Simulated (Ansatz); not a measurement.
**C2HClFIn (SMILES C#[C][In]([F])[Cl]): CCSD(T)/def2-SVP (core potential)**

What is the energy change on altering one bond length of C2HClFIn at CCSD(T)/def2-SVP (core potential)? 

The calculation is run with Ansatz 0.2.0.

117 further runs of the same task are left out: 1 that didn't finish, 116 set aside as unsound or not needed.

## Step 1: The system as given

C2HClFIn: 6 atoms, total charge 0, spin state singlet. As SMILES, `C#[C][In]([F])[Cl]`. The coordinates come from a PBE0-D4/def2-TZVP relaxation.

Bond lengths: C1–C2 1.206 Å, C2–In3 2.048 Å, In3–F4 1.933 Å, In3–Cl5 2.293 Å, C1–H6 1.067 Å. Angles: C1–C2–In3 179.4°, C2–In3–F4 120.7°, C2–In3–Cl5 127.6°, F4–In3–Cl5 111.7°, C2–C1–H6 179.8°.

## Step 2: A single-point energy at CCSD(T)/def2-SVP (core potential)

job.yaml reads:

```yaml
crystal:
  periodic: [false, false, false]
  atoms:
    - symbol: C
      position_ang: [1.088300, 0.340300, 1.700800]
    - symbol: C
      position_ang: [0.438900, 0.120100, 0.708700]
    - symbol: In
      position_ang: [-0.655800, -0.235700, -0.984700]
    - symbol: F
      position_ang: [-1.773600, -1.806600, -1.123700]
    - symbol: Cl
      position_ang: [-0.759200, 1.049500, -2.880900]
    - symbol: H
      position_ang: [1.661500, 0.532400, 2.579900]
basis:
  gaussian: {orbitals: def2-SVP}
correlation: {method: ccsd_t, frozen_orbitals: {C: 1, Cl: 5, F: 1, H: 0, In: 4}}
accuracy: high
scf: {omitted_lower_state_checks: [cluster_reference, increment]}
```

On the command line:

```sh
ansatz run job.yaml --threads 1 --pin off --max-ram 3480MiB --events-out events.jsonl --progress --plain --runs-dir runs
```

What it wrote:

```text
Warning: RAYON_NUM_THREADS=1 ignored (pool sized by the plan → 1); use --threads N
Functional definition: HF
  name "HF"
  exchange = exact_x
  correlation = 0
these checks for a lower state are left out or cut short: cluster_reference, increment
1941 factors; integrals over basis functions are off by at most 3.4e-9 eV
mean field evaluation 1: about -22424.0000 eV, gradient 3.8e1 eV
mean field evaluation 2: about -22424.1311 eV, gradient 3.8e1 eV
mean field evaluation 4: about -22427.4108 eV, gradient 3.0e0 eV
mean field evaluation 8: about -22427.4570 eV, gradient 2.6e-1 eV
mean field evaluation 16: about -22427.4574 eV, gradient 1.0e-8 eV
mean field -22427.45737582 eV, -824.1938566849 hartree, gradient 1.7e-8 eV, S^2 0.000000; 0 other end points of the search recorded, 0 dependent functions left out
12 core orbitals not correlated: weight in the atoms' cores, before any rotation towards them, 1.000 or more for the frozen orbitals, at most 0.000 for the correlated occupied ones
reference -22427.45737582 eV, -824.1938566849 hartree; 18, 18 occupied and 61, 61 virtual orbitals, 1941 factors
second order -17.48769048 eV of doubles, -0.00000000 eV of singles
cycle   1  -17.58856302 eV  change   -1.0e-1 eV  update   1.1e-1
cycle   2  -18.04693973 eV  change   -4.6e-1 eV  update   3.8e-2
cycle   3  -18.18505301 eV  change   -1.4e-1 eV  update   2.2e-2
cycle   4  -18.19531730 eV  change   -1.0e-2 eV  update   6.6e-3
cycle   5  -18.19432711 eV  change    9.9e-4 eV  update   2.7e-3
cycle   6  -18.19527018 eV  change   -9.4e-4 eV  update   8.4e-4
cycle   7  -18.19551600 eV  change   -2.5e-4 eV  update   3.2e-4
cycle   8  -18.19555116 eV  change   -3.5e-5 eV  update   9.4e-5
cycle   9  -18.19559430 eV  change   -4.3e-5 eV  update   3.7e-5
cycle  10  -18.19561271 eV  change   -1.8e-5 eV  update   1.5e-5
cycle  11  -18.19560087 eV  change    1.2e-5 eV  update   6.4e-6
cycle  12  -18.19560010 eV  change    7.6e-7 eV  update   2.4e-6
cycle  13  -18.19559957 eV  change    5.4e-7 eV  update   9.0e-7
cycle  14  -18.19559945 eV  change    1.2e-7 eV  update   3.8e-7
cycle  15  -18.19559965 eV  change   -2.0e-7 eV  update   1.7e-7
cycle  16  -18.19559972 eV  change   -7.5e-8 eV  update   6.9e-8
cycle  17  -18.19559973 eV  change   -1.4e-8 eV  update   3.7e-8
cycle  18  -18.19559948 eV  change    2.5e-7 eV  update   1.7e-7
cycle  19  -18.19559953 eV  change   -5.2e-8 eV  update   5.0e-8
cycle  20  -18.19559945 eV  change    8.3e-8 eV  update   1.9e-8
cycle  21  -18.19559944 eV  change    1.2e-8 eV  update   7.9e-9
cycle  22  -18.19559943 eV  change    4.6e-9 eV  update   2.7e-9
cycle  23  -18.19559943 eV  change    1.6e-9 eV  update  8.7e-10
perturbative correction -0.56648466 eV, -0.0208179273 hartree
Total energy: -22446.21945992 eV, -824.8833505580 hartree
Checks for a lower state left out: cluster_reference, increment
```

Run time: 36 s. Hardware: 1 thread of Arm Neoverse V2, shared host; peak memory 0.55 GiB.

## Step 3: The distorted shape at the same level

in.yaml reads:

```yaml
crystal:
  periodic: [false, false, false]
  atoms:
    - {symbol: C, position_ang: [1.119318, -0.045235, 2.269623]}
    - {symbol: C, position_ang: [0.469918, -0.265435, 1.277523]}
    - {symbol: In, position_ang: [-0.624782, -0.621235, -0.415877]}
    - {symbol: F, position_ang: [-1.742582, -2.192135, -0.554877]}
    - {symbol: Cl, position_ang: [-0.759200, 1.049500, -2.880900]}
    - {symbol: H, position_ang: [1.692518, 0.146865, 3.148723]}
basis:
  gaussian: {orbitals: def2-SVP}
correlation: {method: ccsd_t, frozen_orbitals: {C: 1, Cl: 5, F: 1, H: 0, In: 4}}
accuracy: high
scf: {omitted_lower_state_checks: [cluster_reference, increment]}
```

On the command line:

```sh
ansatz run in.yaml --threads 1 --pin off --max-ram 3480MiB --events-out events.jsonl --progress --plain --runs-dir runs
```

What it wrote:

```text
Warning: RAYON_NUM_THREADS=1 ignored (pool sized by the plan → 1); use --threads N
Functional definition: HF
  name "HF"
  exchange = exact_x
  correlation = 0
these checks for a lower state are left out or cut short: cluster_reference, increment
1913 factors; integrals over basis functions are off by at most 1.5e-8 eV
mean field evaluation 1: about -22421.7825 eV, gradient 3.9e1 eV
mean field evaluation 2: about -22421.8944 eV, gradient 3.9e1 eV
mean field evaluation 4: about -22425.8149 eV, gradient 3.5e0 eV
mean field evaluation 8: about -22425.8797 eV, gradient 3.9e-1 eV
mean field evaluation 16: about -22425.8808 eV, gradient 2.1e-7 eV
mean field -22425.88076591 eV, -824.1359173393 hartree, gradient 1.6e-8 eV, S^2 0.000000; 1 other end points of the search recorded, 0 dependent functions left out
12 core orbitals not correlated: weight in the atoms' cores, before any rotation towards them, 1.000 or more for the frozen orbitals, at most 0.000 for the correlated occupied ones
reference -22425.88076591 eV, -824.1359173393 hartree; 18, 18 occupied and 61, 61 virtual orbitals, 1913 factors
second order -17.49539656 eV of doubles, -0.00000000 eV of singles
cycle   1  -17.56431781 eV  change   -6.9e-2 eV  update   1.3e-1
cycle   2  -18.06046188 eV  change   -5.0e-1 eV  update   4.5e-2
cycle   3  -18.23196540 eV  change   -1.7e-1 eV  update   2.8e-2
cycle   4  -18.24180490 eV  change   -9.8e-3 eV  update   8.9e-3
cycle   5  -18.23734387 eV  change    4.5e-3 eV  update   3.4e-3
cycle   6  -18.23853717 eV  change   -1.2e-3 eV  update   1.4e-3
cycle   7  -18.23878561 eV  change   -2.5e-4 eV  update   5.0e-4
cycle   8  -18.23876484 eV  change    2.1e-5 eV  update   2.1e-4
cycle   9  -18.23881097 eV  change   -4.6e-5 eV  update   1.0e-4
cycle  10  -18.23882267 eV  change   -1.2e-5 eV  update   3.6e-5
cycle  11  -18.23878963 eV  change    3.3e-5 eV  update   1.4e-5
cycle  12  -18.23878737 eV  change    2.3e-6 eV  update   5.9e-6
cycle  13  -18.23878778 eV  change   -4.1e-7 eV  update   2.4e-6
cycle  14  -18.23878855 eV  change   -7.7e-7 eV  update   1.1e-6
cycle  15  -18.23878993 eV  change   -1.4e-6 eV  update   4.8e-7
cycle  16  -18.23879020 eV  change   -2.7e-7 eV  update   1.9e-7
cycle  17  -18.23879035 eV  change   -1.5e-7 eV  update   1.1e-7
cycle  18  -18.23879033 eV  change    1.7e-8 eV  update   6.5e-8
cycle  19  -18.23879034 eV  change   -1.5e-8 eV  update   4.3e-8
cycle  20  -18.23879034 eV  change    8.8e-9 eV  update   1.4e-7
cycle  21  -18.23879034 eV  change   -3.5e-9 eV  update   4.2e-8
cycle  22  -18.23879031 eV  change    2.7e-8 eV  update   2.0e-8
cycle  23  -18.23879030 eV  change    1.5e-8 eV  update   1.1e-8
cycle  24  -18.23879029 eV  change    5.0e-9 eV  update   5.2e-9
cycle  25  -18.23879029 eV  change  -6.1e-10 eV  update   2.2e-9
perturbative correction -0.61190630 eV, -0.0224871416 hartree
Total energy: -22444.73146250 eV, -824.8286676615 hartree
Checks for a lower state left out: cluster_reference, increment
```

Wall time 38 s (1 thread of Arm Neoverse V2, shared host); peak memory 0.55 GiB.

## Step 4: Outcome

At CCSD(T)/def2-SVP (core potential), 12 core orbitals frozen:

| quantity | value |
| --- | --- |
| first shape: total energy | -824.88335 Eh |
| first shape: correlation energy (12 core orbitals frozen) | -689.5 mEh |
| first shape: (T) correction | -20.82 mEh |
| first shape: T1 diagnostic | 0.014 |
| distorted shape: total energy | -824.82867 Eh |
| distorted shape: correlation energy (12 core orbitals frozen) | -692.8 mEh |
| distorted shape: (T) correction | -22.49 mEh |
| distorted shape: T1 diagnostic | 0.016 |
| energy change with the In3–Cl5 bond stretched from 2.293 to 2.981 Å | 1.488 eV |

**Reading.** With the In3–Cl5 bond stretched from 2.293 to 2.981 Å the energy rises by 1.49 eV (34 kcal/mol). The first shape isn't relaxed at this level, so the change isn't measured from a minimum. The triples (first shape) make up 3.0 % of the correlation energy. The triples (distorted shape) make up 3.2 % of the correlation energy.
